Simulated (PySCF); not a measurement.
**C3H8GeS: core binding energies at several levels of theory, part 1 of 3**

Aim: compute the core binding energies of C3H8GeS (`C=[CH][GeH2][S]C`) at several levels, and see how far they spread and what each costs.

The runs use PySCF 2.14.0, with density-fitted response routines of our own; the level of theory stands in each step. All values are computed, except where a source is named. Atoms count from 0, in the outputs and in this text.

## Step 1: The starting structure

13 atoms, charge 0, multiplicity 1; geometry from: PBE0-D3(BJ)/def2-SVP.

Bonds of the start (Å): C0–C1 1.34, C1–Ge2 1.94, Ge2–S3 2.22, S3–C4 1.82, C0–H5 1.10, C0–H6 1.10, C1–H7 1.10, Ge2–H8 1.54, Ge2–H9 1.54, C4–H10 1.10, C4–H11 1.10, C4–H12 1.10.

## Step 2: Core-electron binding energies: SCAN, X2C

The job: settings as JSON, then the geometry in Å.

```
{"job": {"kind": "xps"}, "charge": 0, "multiplicity": 1}
C      1.544922     0.791318     0.688175
C      1.078832    -0.456185     0.575620
Ge     0.284881    -1.132083    -1.057228
S     -1.890706    -1.461085    -0.740099
C     -2.374653     0.228259    -0.266608
H      1.537942     1.493404    -0.153742
H      1.964620     1.171103     1.626713
H      1.102114    -1.120086     1.448484
H      0.507395    -0.083821    -2.168098
H      0.840165    -2.508514    -1.458123
H     -3.443136     0.192354    -0.013419
H     -2.234680     0.935213    -1.097307
H     -1.813548     0.576860     0.612232
```

With the program's defaults for keys left out, this is: delta-SCF UKS SCAN, pcX-2 on the ionised atom, pcseg-1 elsewhere, spin-free X2C.

On the command line:

```bash
OMP_NUM_THREADS=1 python probes_run.py task.json out
```

One launch serves the whole session: the jobs run in the order shown.

Output:

```text
ground state, core basis on atom 0 (C), 158 functions
  cycle   1  E = -2612.16062787  |g| = 4.53e-01
  cycle   2  E = -2612.11076677  |g| = 6.04e-01
  cycle   3  E = -2612.21833418  |g| = 5.99e-02
  cycle   4  E = -2612.21947837  |g| = 2.68e-02
  cycle   5  E = -2612.21963970  |g| = 1.40e-02
  cycle   6  E = -2612.21969143  |g| = 4.12e-03
  cycle   7  E = -2612.21969741  |g| = 1.46e-03
  cycle   8  E = -2612.21969759  |g| = 2.78e-04
  E(ground) = -2612.37255405 Eh
hole in C 1s of atom 0
  cycle   1  E = -2600.95624854  |g| = 1.50e+00
  cycle   2  E = -2598.99391790  |g| = 2.14e+00
  cycle   3  E = -2601.08284434  |g| = 8.01e-01
  cycle   4  E = -2601.45084161  |g| = 4.15e-01
  cycle   5  E = -2601.52622387  |g| = 1.76e-01
  cycle   6  E = -2601.54246802  |g| = 4.00e-02
  cycle   7  E = -2601.54338124  |g| = 1.46e-02
  cycle   8  E = -2601.54351514  |g| = 9.50e-03
  cycle   9  E = -2601.54358660  |g| = 3.00e-03
  cycle  10  E = -2601.54359578  |g| = 1.75e-03
  cycle  11  E = -2601.54360409  |g| = 7.29e-04
  cycle  12  E = -2601.54360484  |g| = 3.02e-04
  E(ion) = -2601.69577663 Eh   <S^2> = 0.7926   hole on atom = 1.000   binding energy = 290.530 eV
ground state, core basis on atom 1 (C), 158 functions
  cycle   1  E = -2612.22076738  |g| = 6.18e-02
  cycle   2  E = -2612.21998582  |g| = 6.10e-02
  cycle   3  E = -2612.22054448  |g| = 4.03e-02
  cycle   4  E = -2612.22098915  |g| = 5.23e-03
  cycle   5  E = -2612.22099575  |g| = 9.47e-04
  cycle   6  E = -2612.22099444  |g| = 3.31e-04
  E(ground) = -2612.37383205 Eh
hole in C 1s of atom 1
  cycle   1  E = -2600.96081419  |g| = 1.51e+00
  cycle   2  E = -2598.49935572  |g| = 2.29e+00
  cycle   3  E = -2601.08679358  |g| = 7.99e-01
  cycle   4  E = -2601.47747436  |g| = 3.78e-01
  cycle   5  E = -2601.53323568  |g| = 1.98e-01
  cycle   6  E = -2601.55253109  |g| = 3.98e-02
  cycle   7  E = -2601.55338347  |g| = 1.72e-02
  cycle   8  E = -2601.55362012  |g| = 7.94e-03
  cycle   9  E = -2601.55369427  |g| = 4.00e-03
  cycle  10  E = -2601.55373704  |g| = 2.78e-03
  cycle  11  E = -2601.55376305  |g| = 1.73e-03
  cycle  12  E = -2601.55377670  |g| = 1.24e-03
  cycle  13  E = -2601.55378017  |g| = 6.17e-04
  cycle  14  E = -2601.55378040  |g| = 2.86e-04
  E(ion) = -2601.70566471 Eh   <S^2> = 0.8157   hole on atom = 1.000   binding energy = 290.296 eV
ground state, core basis on atom 3 (S), 169 functions
  cycle   1  E = -2612.36665133  |g| = 4.05e-01
  cycle   2  E = -2612.36631180  |g| = 5.02e-02
  cycle   3  E = -2612.36472000  |g| = 8.89e-02
  cycle   4  E = -2612.36700601  |g| = 1.08e-02
  cycle   5  E = -2612.36702580  |g| = 7.69e-03
  cycle   6  E = -2612.36704138  |g| = 5.37e-04
  cycle   7  E = -2612.36704082  |g| = 1.53e-04
  E(ground) = -2612.50527703 Eh
hole in S 1s of atom 3
  cycle   1  E = -2520.14213763  |g| = 5.08e+00
  cycle   2  E = -2518.50552568  |g| = 2.62e+00
  cycle   3  E = -2508.00105755  |g| = 3.50e+00
  cycle   4  E = -2521.31616302  |g| = 3.43e-01
  cycle   5  E = -2521.34242737  |g| = 2.21e-01
  cycle   6  E = -2521.36155238  |g| = 1.40e-01
  cycle   7  E = -2521.37200564  |g| = 3.43e-02
  cycle   8  E = -2521.37263958  |g| = 1.22e-02
  cycle   9  E = -2521.37271847  |g| = 3.28e-03
  cycle  10  E = -2521.37272484  |g| = 1.76e-03
  cycle  11  E = -2521.37272557  |g| = 4.41e-04
  E(ion) = -2521.50250313 Eh   <S^2> = 0.7516   hole on atom = 1.000   binding energy = 2476.312 eV
hole in S 2p of atom 3
  cycle   1  E = -2605.70177302  |g| = 1.53e+00
  cycle   2  E = -2603.99412825  |g| = 1.87e+00
  cycle   3  E = -2603.76972696  |g| = 1.67e+00
  cycle   4  E = -2606.13288306  |g| = 2.16e-01
  cycle   5  E = -2606.14822251  |g| = 1.30e-01
  cycle   6  E = -2606.15532327  |g| = 6.91e-02
  cycle   7  E = -2606.15747765  |g| = 3.03e-02
  cycle   8  E = -2606.15798038  |g| = 1.00e-02
  cycle   9  E = -2606.15803507  |g| = 2.26e-03
  cycle  10  E = -2606.15803859  |g| = 9.23e-04
  cycle  11  E = -2606.15803748  |g| = 4.17e-04
  E(ion) = -2606.30232160 Eh   <S^2> = 0.7531   hole on atom = 1.001   binding energy = 168.791 eV
  2p3/2 = 168.555 eV   2p1/2 = 169.805 eV
ground state, core basis on atom 4 (C), 158 functions
  cycle   1  E = -2612.21905640  |g| = 6.33e-02
  cycle   2  E = -2612.21853690  |g| = 5.14e-02
  cycle   3  E = -2612.21908193  |g| = 2.83e-02
  cycle   4  E = -2612.21932987  |g| = 2.69e-03
  cycle   5  E = -2612.21932881  |g| = 3.86e-04
  E(ground) = -2612.37156141 Eh
hole in C 1s of atom 4
  cycle   1  E = -2600.94358330  |g| = 1.50e+00
  cycle   2  E = -2599.71505071  |g| = 2.07e+00
  cycle   3  E = -2601.41078822  |g| = 4.29e-01
  cycle   4  E = -2601.47961955  |g| = 2.41e-01
  cycle   5  E = -2601.51431173  |g| = 8.46e-02
  cycle   6  E = -2601.51749650  |g| = 3.26e-02
  cycle   7  E = -2601.51800894  |g| = 1.40e-02
  cycle   8  E = -2601.51812017  |g| = 5.15e-03
  cycle   9  E = -2601.51814366  |g| = 1.64e-03
  cycle  10  E = -2601.51814682  |g| = 1.02e-03
  cycle  11  E = -2601.51814790  |g| = 3.04e-04
  E(ion) = -2601.67094164 Eh   <S^2> = 0.7742   hole on atom = 1.000   binding energy = 291.179 eV
```

Wall time 34 s (1 thread of Arm Neoverse V1, shared host); peak memory 0.59 GiB.

The holes in one table. −ε is the ground-state orbital energy:

| hole | stands for | environment | ΔSCF (eV; 2p as the shell's mean) | −ε (eV) | ⟨S²⟩ |
| --- | --- | --- | --- | --- | --- |
| C1s on C0 | C0 | terminal =CH2 carbon | 290.53 | 274.1 | 0.793 |
| C1s on C1 | C1 | alkene CH | 290.30 | 274.0 | 0.816 |
| S1s on S3 | S3 | sulfur bonded to C, Ge | 2476.31 | 2414.6 | 0.752 |
| S2p on S3 | S3 | sulfur bonded to C, Ge | 168.97 | 157.7 | 0.753 |
| C1s on C4 | C4 | methyl carbon bonded to S | 291.18 | 274.5 | 0.774 |

With the spin-orbit splitting: S3 2p3/2 168.56, 2p1/2 169.81 eV. The table gives each 2p level as the mean over the whole 2p shell (two parts 2p3/2, one part 2p1/2), which differs a little from the single hole in the log.

## Step 3: X-ray photoelectron lines: B3LYP, X2C

Settings changed since step 2:

```diff
@@ -1,2 +1,2 @@
-{"job": {"kind": "xps"}, "charge": 0, "multiplicity": 1}
+{"job": {"kind": "xps", "xc": "B3LYP"}, "charge": 0, "multiplicity": 1}
 C      1.544922     0.791318     0.688175
```

With the program's defaults for keys left out, this is: delta-SCF UKS B3LYP, pcX-2 on the ionised atom, pcseg-1 elsewhere, spin-free X2C.

Output:

```text
ground state, core basis on atom 0 (C), 158 functions
  cycle   1  E = -2612.33725582  |g| = 3.72e-01
  cycle   2  E = -2612.32151164  |g| = 4.38e-01
  cycle   3  E = -2612.37770267  |g| = 3.33e-02
  cycle   4  E = -2612.37801494  |g| = 1.50e-02
  cycle   5  E = -2612.37808200  |g| = 5.80e-03
  cycle   6  E = -2612.37808714  |g| = 9.68e-04
  cycle   7  E = -2612.37809002  |g| = 5.81e-04
  cycle   8  E = -2612.37808983  |g| = 1.06e-04
  E(ground) = -2612.38222306 Eh
hole in C 1s of atom 0
  cycle   1  E = -2601.11868924  |g| = 1.51e+00
  cycle   2  E = -2599.29054987  |g| = 2.10e+00
  cycle   3  E = -2601.32391070  |g| = 7.22e-01
  cycle   4  E = -2601.63767517  |g| = 3.39e-01
  cycle   5  E = -2601.68621405  |g| = 1.39e-01
  cycle   6  E = -2601.69525695  |g| = 2.78e-02
  cycle   7  E = -2601.69572194  |g| = 8.37e-03
  cycle   8  E = -2601.69578416  |g| = 3.73e-03
  cycle   9  E = -2601.69579714  |g| = 1.62e-03
  cycle  10  E = -2601.69580111  |g| = 7.03e-04
  cycle  11  E = -2601.69580321  |g| = 4.45e-04
  E(ion) = -2601.70000437 Eh   <S^2> = 0.7715   hole on atom = 1.000   binding energy = 290.678 eV
ground state, core basis on atom 1 (C), 158 functions
  cycle   1  E = -2612.37894986  |g| = 4.32e-02
  cycle   2  E = -2612.37878430  |g| = 3.03e-02
  cycle   3  E = -2612.37884895  |g| = 2.56e-02
  cycle   4  E = -2612.37901818  |g| = 2.50e-03
  cycle   5  E = -2612.37902107  |g| = 2.34e-04
  E(ground) = -2612.38312731 Eh
hole in C 1s of atom 1
  cycle   1  E = -2601.12370890  |g| = 1.52e+00
  cycle   2  E = -2598.85625548  |g| = 2.24e+00
  cycle   3  E = -2601.33986181  |g| = 7.13e-01
  cycle   4  E = -2601.65983858  |g| = 3.11e-01
  cycle   5  E = -2601.69777825  |g| = 1.43e-01
  cycle   6  E = -2601.70733424  |g| = 2.68e-02
  cycle   7  E = -2601.70775342  |g| = 8.68e-03
  cycle   8  E = -2601.70783298  |g| = 3.44e-03
  cycle   9  E = -2601.70785378  |g| = 1.95e-03
  cycle  10  E = -2601.70786686  |g| = 9.01e-04
  cycle  11  E = -2601.70786888  |g| = 3.88e-04
  E(ion) = -2601.71208054 Eh   <S^2> = 0.7768   hole on atom = 1.000   binding energy = 290.374 eV
ground state, core basis on atom 3 (S), 169 functions
  cycle   1  E = -2612.51230616  |g| = 2.23e-01
  cycle   2  E = -2612.51235095  |g| = 4.21e-02
  cycle   3  E = -2612.51224876  |g| = 3.72e-02
  cycle   4  E = -2612.51253734  |g| = 1.23e-02
  cycle   5  E = -2612.51257663  |g| = 2.69e-03
  cycle   6  E = -2612.51257981  |g| = 3.73e-04
  E(ground) = -2612.51657917 Eh
hole in S 1s of atom 3
  cycle   1  E = -2520.36928788  |g| = 5.14e+00
  cycle   2  E = -2520.42016508  |g| = 2.30e+00
  cycle   3  E = -2520.54359242  |g| = 1.33e+00
  cycle   4  E = -2521.52139603  |g| = 3.18e-01
  cycle   5  E = -2521.57572636  |g| = 1.47e-01
  cycle   6  E = -2521.58663056  |g| = 4.71e-02
  cycle   7  E = -2521.58757165  |g| = 2.38e-02
  cycle   8  E = -2521.58787521  |g| = 3.42e-03
  cycle   9  E = -2521.58788137  |g| = 1.20e-03
  cycle  10  E = -2521.58788280  |g| = 2.55e-04
  E(ion) = -2521.59183291 Eh   <S^2> = 0.7516   hole on atom = 1.000   binding energy = 2474.188 eV
hole in S 2p of atom 3
  cycle   1  E = -2605.87637486  |g| = 1.53e+00
  cycle   2  E = -2605.74335489  |g| = 1.30e+00
  cycle   3  E = -2606.27407859  |g| = 2.70e-01
  cycle   4  E = -2606.31085229  |g| = 1.25e-01
  cycle   5  E = -2606.31870984  |g| = 4.57e-02
  cycle   6  E = -2606.31976080  |g| = 1.38e-02
  cycle   7  E = -2606.31986206  |g| = 1.70e-03
  cycle   8  E = -2606.31986380  |g| = 6.79e-04
  cycle   9  E = -2606.31986337  |g| = 1.63e-04
  E(ion) = -2606.32386368 Eh   <S^2> = 0.7519   hole on atom = 1.001   binding energy = 168.512 eV
  2p3/2 = 168.221 eV   2p1/2 = 169.452 eV
ground state, core basis on atom 4 (C), 158 functions
  cycle   1  E = -2612.37714865  |g| = 4.17e-02
  cycle   2  E = -2612.37713114  |g| = 1.50e-02
  cycle   3  E = -2612.37712992  |g| = 1.50e-02
  cycle   4  E = -2612.37718715  |g| = 1.07e-03
  cycle   5  E = -2612.37718841  |g| = 4.20e-04
  E(ground) = -2612.38122759 Eh
hole in C 1s of atom 4
  cycle   1  E = -2601.10826996  |g| = 1.51e+00
  cycle   2  E = -2600.36310654  |g| = 1.87e+00
  cycle   3  E = -2601.62940342  |g| = 3.08e-01
  cycle   4  E = -2601.66959293  |g| = 9.46e-02
  cycle   5  E = -2601.67443073  |g| = 3.03e-02
  cycle   6  E = -2601.67485562  |g| = 1.46e-02
  cycle   7  E = -2601.67497105  |g| = 2.28e-03
  cycle   8  E = -2601.67497698  |g| = 1.20e-03
  cycle   9  E = -2601.67497838  |g| = 4.69e-04
  E(ion) = -2601.67892607 Eh   <S^2> = 0.7620   hole on atom = 1.000   binding energy = 291.224 eV
```

Run time: 48 s. Hardware: 1 thread of Arm Neoverse V1, shared host; peak memory 0.67 GiB.

The holes in one table. −ε is the ground-state orbital energy:

| hole | stands for | environment | ΔSCF (eV; 2p as the shell's mean) | −ε (eV) | ⟨S²⟩ |
| --- | --- | --- | --- | --- | --- |
| C1s on C0 | C0 | terminal =CH2 carbon | 290.68 | 277.5 | 0.771 |
| C1s on C1 | C1 | alkene CH | 290.37 | 277.4 | 0.777 |
| S1s on S3 | S3 | sulfur bonded to C, Ge | 2474.19 | 2424.7 | 0.752 |
| S2p on S3 | S3 | sulfur bonded to C, Ge | 168.63 | 159.9 | 0.752 |
| C1s on C4 | C4 | methyl carbon bonded to S | 291.22 | 277.7 | 0.762 |

With the spin-orbit splitting: S3 2p3/2 168.22, 2p1/2 169.45 eV. The table gives each 2p level as the mean over the whole 2p shell (two parts 2p3/2, one part 2p1/2), which differs a little from the single hole in the log.

## Step 4: Core-electron binding energies: PBE0, X2C

Settings changed since step 3:

```diff
@@ -1,2 +1,2 @@
-{"job": {"kind": "xps", "xc": "B3LYP"}, "charge": 0, "multiplicity": 1}
+{"job": {"kind": "xps", "xc": "PBE0"}, "charge": 0, "multiplicity": 1}
 C      1.544922     0.791318     0.688175
```

With the program's defaults for keys left out, this is: delta-SCF UKS PBE0, pcX-2 on the ionised atom, pcseg-1 elsewhere, spin-free X2C.

Output:

```text
ground state, core basis on atom 0 (C), 158 functions
  cycle   1  E = -2611.71628012  |g| = 3.25e-01
  cycle   2  E = -2611.71295683  |g| = 3.43e-01
  cycle   3  E = -2611.74780695  |g| = 2.69e-02
  cycle   4  E = -2611.74801216  |g| = 1.12e-02
  cycle   5  E = -2611.74805104  |g| = 4.09e-03
  cycle   6  E = -2611.74805324  |g| = 6.50e-04
  cycle   7  E = -2611.74805356  |g| = 3.31e-04
  E(ground) = -2611.75134698 Eh
hole in C 1s of atom 0
  cycle   1  E = -2600.50860339  |g| = 1.51e+00
  cycle   2  E = -2598.84053311  |g| = 2.00e+00
  cycle   3  E = -2600.73173601  |g| = 7.04e-01
  cycle   4  E = -2601.04203776  |g| = 2.93e-01
  cycle   5  E = -2601.07691117  |g| = 1.31e-01
  cycle   6  E = -2601.08502773  |g| = 2.46e-02
  cycle   7  E = -2601.08539095  |g| = 8.66e-03
  cycle   8  E = -2601.08546785  |g| = 3.58e-03
  cycle   9  E = -2601.08548698  |g| = 2.02e-03
  cycle  10  E = -2601.08549969  |g| = 1.01e-03
  cycle  11  E = -2601.08550331  |g| = 4.87e-04
  E(ion) = -2601.08885934 Eh   <S^2> = 0.7813   hole on atom = 1.000   binding energy = 290.141 eV
ground state, core basis on atom 1 (C), 158 functions
  cycle   1  E = -2611.74945728  |g| = 5.91e-02
  cycle   2  E = -2611.74931689  |g| = 2.92e-02
  cycle   3  E = -2611.74925691  |g| = 3.28e-02
  cycle   4  E = -2611.74953628  |g| = 8.67e-04
  cycle   5  E = -2611.74953888  |g| = 1.97e-04
  E(ground) = -2611.75281083 Eh
hole in C 1s of atom 1
  cycle   1  E = -2600.51235456  |g| = 1.52e+00
  cycle   2  E = -2598.43685291  |g| = 2.13e+00
  cycle   3  E = -2600.74422000  |g| = 7.00e-01
  cycle   4  E = -2601.06041116  |g| = 2.71e-01
  cycle   5  E = -2601.08812214  |g| = 1.29e-01
  cycle   6  E = -2601.09612988  |g| = 2.29e-02
  cycle   7  E = -2601.09645730  |g| = 8.66e-03
  cycle   8  E = -2601.09655801  |g| = 3.98e-03
  cycle   9  E = -2601.09660017  |g| = 2.60e-03
  cycle  10  E = -2601.09663371  |g| = 1.15e-03
  cycle  11  E = -2601.09663709  |g| = 4.15e-04
  E(ion) = -2601.10001008 Eh   <S^2> = 0.7909   hole on atom = 1.000   binding energy = 289.877 eV
ground state, core basis on atom 3 (S), 169 functions
  cycle   1  E = -2611.88344629  |g| = 2.77e-01
  cycle   2  E = -2611.88345224  |g| = 3.82e-02
  cycle   3  E = -2611.88327179  |g| = 4.14e-02
  cycle   4  E = -2611.88368098  |g| = 9.92e-03
  cycle   5  E = -2611.88370875  |g| = 2.04e-03
  cycle   6  E = -2611.88370691  |g| = 2.58e-04
  E(ground) = -2611.88695136 Eh
hole in S 1s of atom 3
  cycle   1  E = -2519.76223963  |g| = 5.13e+00
  cycle   2  E = -2520.13193586  |g| = 2.09e+00
  cycle   3  E = -2520.61845198  |g| = 8.26e-01
  cycle   4  E = -2520.94029412  |g| = 2.64e-01
  cycle   5  E = -2520.97701521  |g| = 8.53e-02
  cycle   6  E = -2520.98054534  |g| = 2.44e-02
  cycle   7  E = -2520.98077824  |g| = 1.32e-02
  cycle   8  E = -2520.98087371  |g| = 1.39e-03
  cycle   9  E = -2520.98087413  |g| = 3.65e-04
  E(ion) = -2520.98405003 Eh   <S^2> = 0.7517   hole on atom = 1.000   binding energy = 2473.594 eV
hole in S 2p of atom 3
  cycle   1  E = -2605.25347591  |g| = 1.52e+00
  cycle   2  E = -2605.22712771  |g| = 1.19e+00
  cycle   3  E = -2605.66483115  |g| = 2.26e-01
  cycle   4  E = -2605.69068272  |g| = 1.03e-01
  cycle   5  E = -2605.69601365  |g| = 3.54e-02
  cycle   6  E = -2605.69664680  |g| = 9.84e-03
  cycle   7  E = -2605.69669718  |g| = 1.32e-03
  cycle   8  E = -2605.69669971  |g| = 5.20e-04
  cycle   9  E = -2605.69670107  |g| = 1.30e-04
  E(ion) = -2605.69992276 Eh   <S^2> = 0.7522   hole on atom = 1.001   binding energy = 168.358 eV
  2p3/2 = 168.064 eV   2p1/2 = 169.290 eV
ground state, core basis on atom 4 (C), 158 functions
  cycle   1  E = -2611.74760504  |g| = 5.78e-02
  cycle   2  E = -2611.74759179  |g| = 1.43e-02
  cycle   3  E = -2611.74757636  |g| = 1.58e-02
  cycle   4  E = -2611.74764611  |g| = 8.98e-04
  cycle   5  E = -2611.74764469  |g| = 1.66e-04
  E(ground) = -2611.75083755 Eh
hole in C 1s of atom 4
  cycle   1  E = -2600.49878244  |g| = 1.51e+00
  cycle   2  E = -2599.93990063  |g| = 1.73e+00
  cycle   3  E = -2601.02306044  |g| = 2.95e-01
  cycle   4  E = -2601.06061129  |g| = 8.00e-02
  cycle   5  E = -2601.06418235  |g| = 2.33e-02
  cycle   6  E = -2601.06444921  |g| = 1.19e-02
  cycle   7  E = -2601.06452840  |g| = 2.42e-03
  cycle   8  E = -2601.06453560  |g| = 1.28e-03
  cycle   9  E = -2601.06453779  |g| = 5.14e-04
  cycle  10  E = -2601.06453786  |g| = 1.92e-04
  E(ion) = -2601.06763737 Eh   <S^2> = 0.7662   hole on atom = 1.000   binding energy = 290.705 eV
```

Wall time 47 s (1 thread of Arm Neoverse V1, shared host); peak memory 0.74 GiB.

The holes in one table. −ε is the ground-state orbital energy:

| hole | stands for | environment | ΔSCF (eV; 2p as the shell's mean) | −ε (eV) | ⟨S²⟩ |
| --- | --- | --- | --- | --- | --- |
| C1s on C0 | C0 | terminal =CH2 carbon | 290.14 | 278.9 | 0.781 |
| C1s on C1 | C1 | alkene CH | 289.88 | 278.8 | 0.791 |
| S1s on S3 | S3 | sulfur bonded to C, Ge | 2473.59 | 2429.4 | 0.752 |
| S2p on S3 | S3 | sulfur bonded to C, Ge | 168.47 | 161.1 | 0.752 |
| C1s on C4 | C4 | methyl carbon bonded to S | 290.70 | 279.1 | 0.766 |

With the spin-orbit splitting: S3 2p3/2 168.06, 2p1/2 169.29 eV. The table gives each 2p level as the mean over the whole 2p shell (two parts 2p3/2, one part 2p1/2), which differs a little from the single hole in the log.

(Continued in part 2 of 3.)
